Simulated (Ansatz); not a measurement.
# singlet CH4ClGe+: levels of theory compared

We compute a comparison of 3 runs (PBE-QIDH/def2-SVP, SVWN5/def2-SVP, RPA@PBE0/def2-SVP) of singlet CH4ClGe+. 

Program for the calculation: Ansatz 0.2.0.

68 further runs of the same task are left out: 68 set aside as unsound or not needed.

### 1 The molecule

The species is CH4ClGe+ (7 atoms), meant as a singlet with charge +1. As SMILES of the parent species, `[CH3][GeH][Cl]`. The coordinates come from a PBE0-D4/def2-TZVP relaxation. That shape belongs to the parent species and isn't relaxed for this state.

Bond lengths: C1–Ge2 1.957 Å, Ge2–Cl3 2.169 Å, C1–H4 1.092 Å, C1–H5 1.089 Å, C1–H6 1.091 Å, Ge2–H7 1.553 Å. Angles: C1–Ge2–Cl3 107.0°, C1–Ge2–H7 112.6°, Cl3–Ge2–H7 105.6°, Ge2–C1–H4 108.6°, Ge2–C1–H5 110.0°, Ge2–C1–H6 109.8°, H4–C1–H5 109.4°, H4–C1–H6 109.5°, H5–C1–H6 109.6°.

### 2 The energy at PBE-QIDH/def2-SVP (run 1)

job.yaml

```yaml
crystal:
  periodic: [false, false, false]
  atoms:
    - {symbol: C, position_ang: [-0.733100, 0.438400, -0.261900]}
    - {symbol: Ge, position_ang: [0.705400, -0.885500, -0.183100]}
    - {symbol: Cl, position_ang: [1.017000, -1.361700, 1.909500]}
    - {symbol: H, position_ang: [-0.433400, 1.314500, 0.317300]}
    - {symbol: H, position_ang: [-1.646200, 0.021400, 0.160800]}
    - {symbol: H, position_ang: [-0.909900, 0.729400, -1.298200]}
    - {symbol: H, position_ang: [2.061400, -0.324500, -0.690100]}
basis:
  gaussian:
    orbitals: def2-SVP
hamiltonian:
  xc: {name: PBE-QIDH}
accuracy: high
total_charge: 1
correlation:
  frozen_orbitals: {C: 1, Cl: 5, Ge: 9, H: 0}
output: {orbitals: {seedname: orbitals}}
```

The run is started by

```console
$ ansatz run job.yaml --threads 1 --pin off --max-ram 3480MiB --events-out events.jsonl --progress --plain --runs-dir runs
```

Output:

```text
Warning: RAYON_NUM_THREADS=1 ignored (pool sized by the plan → 1); use --threads N
Functional definition: PBE-QIDH
  name "PBE-QIDH"
  parameter a = 3^(-1/3)
  parameter c = 1/3
  exchange = (1 - a)*pbe_x + a*exact_x
  correlation = (1 - c)*pbe_c + c*(mp2_os + mp2_ss)
1778 factors; integrals over basis functions are off by at most 4.7e-9 eV
mean field evaluation 1: about -70087.8057 eV, gradient 4.3e1 eV
mean field evaluation 2: about -70087.8374 eV, gradient 4.3e1 eV
mean field evaluation 4: about -70092.9059 eV, gradient 3.6e0 eV
mean field evaluation 8: about -70092.9368 eV, gradient 9.0e-2 eV
mean field evaluation 16: about -70092.9369 eV, gradient 8.7e-5 eV
mean field -70092.93691871 eV, -2575.8679210634 hartree, gradient 9.0e-8 eV, S^2 0.000000; 0 other end points of the search recorded, 0 dependent functions left out
15 core orbitals not correlated: weight in the atoms' cores, before any rotation towards them, 1.000 or more for the frozen orbitals, at most 0.000 for the correlated occupied ones
reference -70092.93691960 eV, -2575.8679210963 hartree; 14, 14 occupied and 55, 55 virtual orbitals, 1778 factors
second order -15.16449464 eV of doubles, -0.00000000 eV of singles
Total energy: -70097.99175115 eV, -2576.0536827293 hartree
```

Wall time 11 s (1 thread of Arm Neoverse V1, shared host); peak memory 0.28 GiB.

### 3 A single-point energy at SVWN5/def2-SVP (run 2)

Changes to job.yaml since step 2:

```diff
@@ -11,10 +11,6 @@
 basis:
-  gaussian:
-    orbitals: def2-SVP
-hamiltonian:
-  xc: {name: PBE-QIDH}
+  gaussian: {orbitals: def2-SVP}
+total_charge: 1
+output: {orbitals: {seedname: orbitals}}
+hamiltonian: {xc: {name: SVWN5}}
 accuracy: high
-total_charge: 1
-correlation:
-  frozen_orbitals: {C: 1, Cl: 5, Ge: 9, H: 0}
-output: {orbitals: {seedname: orbitals}}
```

The run is started by

```console
$ ansatz run job.yaml --threads 1 --pin off --max-ram 3480MiB --events-out events.jsonl --progress --plain --runs-dir runs
```

Output:

```text
Warning: RAYON_NUM_THREADS=1 ignored (pool sized by the plan → 1); use --threads N
Functional definition: SVWN5
  name "SVWN5"
  exchange = slater_x
  correlation = vwn5_c
1778 factors; integrals over basis functions are off by at most 4.7e-9 eV
mean field evaluation 1: about -69971.5276 eV, gradient 7.8e1 eV
mean field evaluation 2: about -69903.4831 eV, gradient 1.4e2 eV
mean field evaluation 4: about -69985.7093 eV, gradient 1.5e1 eV
mean field evaluation 8: about -69986.4001 eV, gradient 3.3e-1 eV
mean field evaluation 16: about -69986.3954 eV, gradient 3.1e-5 eV
mean field -69986.39542155 eV, -2571.9525932593 hartree, gradient 3.9e-8 eV, S^2 0.000000; 0 other end points of the search recorded, 0 dependent functions left out
reference -69986.39542437 eV, -2571.9525933631 hartree; 29, 29 occupied and 55, 55 virtual orbitals, 1778 factors
Total energy: -69986.39542437 eV, -2571.9525933631 hartree
```

It took 3.9 s on 1 thread of Arm Neoverse V1, shared host; peak memory 0.19 GiB.

### 4 The energy at RPA@PBE0/def2-SVP (run 3)

run.yaml

```yaml
crystal:
  periodic: [false, false, false]
  atoms:
    - symbol: C
      position_ang: [-0.733100, 0.438400, -0.261900]
    - symbol: Ge
      position_ang: [0.705400, -0.885500, -0.183100]
    - symbol: Cl
      position_ang: [1.017000, -1.361700, 1.909500]
    - symbol: H
      position_ang: [-0.433400, 1.314500, 0.317300]
    - symbol: H
      position_ang: [-1.646200, 0.021400, 0.160800]
    - symbol: H
      position_ang: [-0.909900, 0.729400, -1.298200]
    - symbol: H
      position_ang: [2.061400, -0.324500, -0.690100]
basis:
  gaussian:
    orbitals: def2-SVP
correlation:
  method: rpa
  frozen_orbitals: {C: 1, Cl: 5, Ge: 9, H: 0}
total_charge: 1
hamiltonian:
  xc: pbe0
accuracy: high
```

The run is started by

```console
$ ansatz run run.yaml --threads 1 --pin off --max-ram 3480MiB --events-out events.jsonl --progress --plain --runs-dir runs
```

Output:

```text
Warning: RAYON_NUM_THREADS=1 ignored (pool sized by the plan → 1); use --threads N
Functional definition: PBE0
  name "PBE0"
  parameter a = 0.25
  parameter kappa = 0.804
  parameter beta = 0.06672455060314922
  exchange = (1 - a)*pbe_x(kappa = kappa, mu = beta*pi^2/3) + a*exact_x
  correlation = pbe_c(beta = beta)
1778 factors; integrals over basis functions are off by at most 4.7e-9 eV
mean field evaluation 1: about -70100.9630 eV, gradient 6.1e1 eV
mean field evaluation 2: about -70101.1001 eV, gradient 6.1e1 eV
mean field evaluation 4: about -70110.1673 eV, gradient 1.1e1 eV
mean field evaluation 8: about -70110.5323 eV, gradient 4.2e-1 eV
mean field evaluation 16: about -70110.5409 eV, gradient 3.9e-4 eV
mean field -70110.54094980 eV, -2576.5148572735 hartree, gradient 9.9e-8 eV, S^2 0.000000; 0 other end points of the search recorded, 0 dependent functions left out
15 core orbitals not correlated: weight in the atoms' cores, before any rotation towards them, 1.000 or more for the frozen orbitals, at most 0.000 for the correlated occupied ones
reference -70050.81406754 eV, -2574.3199348348 hartree; 14, 14 occupied and 55, 55 virtual orbitals, 1778 factors
Total energy: -70070.29641801 eV, -2575.0358980092 hartree
```

Run time: 14 s. Hardware: 1 thread of Arm Neoverse V1, shared host; peak memory 0.35 GiB.

### 5 Overview of the runs

| run | level | frozen core orbitals | energy (Eh) | HOMO energy (eV) | LUMO energy (eV) | HOMO–LUMO gap (eV) | wall time |
| --- | --- | --- | --- | --- | --- | --- | --- |
| 1 | PBE-QIDH/def2-SVP | 15 | -2576.053683 | -16.56 | -8.86 | 7.70 | 11 s |
| 2 | SVWN5/def2-SVP | – | -2571.952593 | -13.27 | -11.41 | 1.87 | 3.9 s |
| 3 | RPA@PBE0/def2-SVP | 15 | -2575.035898 | – | – | – | 14 s |

### 6 Results

```
                               quantity           value
                    run 3: total energy  -2575.03590 Eh
run 3: RPA correlation energy (valence)      -716.0 mEh
```

Totals of different functionals can't be ranked against each other. All runs together took 29 s, the longest 14 s.
